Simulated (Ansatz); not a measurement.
# TeP2: what a guessed cell relaxes into

The task: take a trial cell of TeP2 to zero force and stress.

Method: DFT PBE, scalar-relativistic, plane waves, PAW, in Ansatz 0.2.0.

## (1) Starting point

It takes space group P6/mmm (No. 191, hexagonal). Conventional cell: a = 4.012 Å, b = 4.012 Å, c = 4.333 Å, α = 90.00°, β = 90.00°, γ = 120.00°. Te (site symmetry 6/mmm) has 12 P at 3.17 Å as nearest neighbours. P (site symmetry -6m2) is surrounded by 3 P at 2.32 Å.

As a file:

```cif
data_structure
_symmetry_space_group_name_H-M 'P6/mmm'
_symmetry_Int_Tables_number 191
_cell_length_a 4.0124
_cell_length_b 4.0124
_cell_length_c 4.3334
_cell_angle_alpha 90.000
_cell_angle_beta 90.000
_cell_angle_gamma 120.000
_cell_volume 60.42
loop_
_atom_site_label
_atom_site_type_symbol
_atom_site_symmetry_multiplicity
_atom_site_Wyckoff_symbol
_atom_site_fract_x
_atom_site_fract_y
_atom_site_fract_z
_atom_site_occupancy
Te1 Te 1 a 0.00000 0.00000 0.00000 1
P1 P 2 d 0.33333 0.66667 0.50000 1
```

The cell is invented: species swapped into a database cell of AgB2 (P6/mmm, No. 191), with Te on the Ag sites and P on the B sites. Its size is a rough estimate.

## (2) Probe: one point on a coarse mesh

input.yaml

```yaml
crystal:
  lattice:
    - [4.01236671, 0.0, 0.0]
    - [-2.00618335, 3.4748115, 0.0]
    - [0.0, 0.0, 4.33335372]
  atoms:
    - { symbol: Te, position: [0.0, 0.0, 0.0] }
    - { symbol: P, position: [0.33333333, 0.66666667, 0.5] }
    - { symbol: P, position: [0.66666667, 0.33333333, 0.5] }
basis:
  ecutwfc: 420
kpoints:
  mp_grid: { grid: [6, 6, 4] }
hamiltonian:
  xc: pbe
scf:
  occupations: { method: gaussian, width: 0.1 }
  lower_state_search: "off"
output:
  forces: true
  stress: true
  eigenvalues: true
```

Command:

```console
> ansatz run input.yaml --threads 1 --pin off --max-ram 2560MiB --backend cpu --events-out ev --progress --plain --runs-dir out
```

The session goes on with these runs: relaxation on the finer mesh.

Q: Predict the outcome of this session. Wanted: conventional cell; volume; energy over the elements, black P; gap on the mesh.

As calculated:

```
                              quantity                                                                       value
symmetry at the end (tolerance 0.05 Å)                                                space group P6/mmm (No. 191)
                     conventional cell  a = 4.183 Å, b = 4.183 Å, c = 4.030 Å, α = 90.00°, β = 90.00°, γ = 120.00°
                                volume                                                               20.36 Å³/atom
     energy over the elements, black P                                                               +0.59 eV/atom
                       gap on the mesh                                                                none (metal)
```

The space group P6/mmm (No. 191) is kept, and the volume per atom grows by 1.1 % from the first guess. With a positive formation energy it can't be a ground state. No finished test with a distortion of lower symmetry is shown, so the end may be a saddle point. The runs treat Te without spin-orbit coupling.
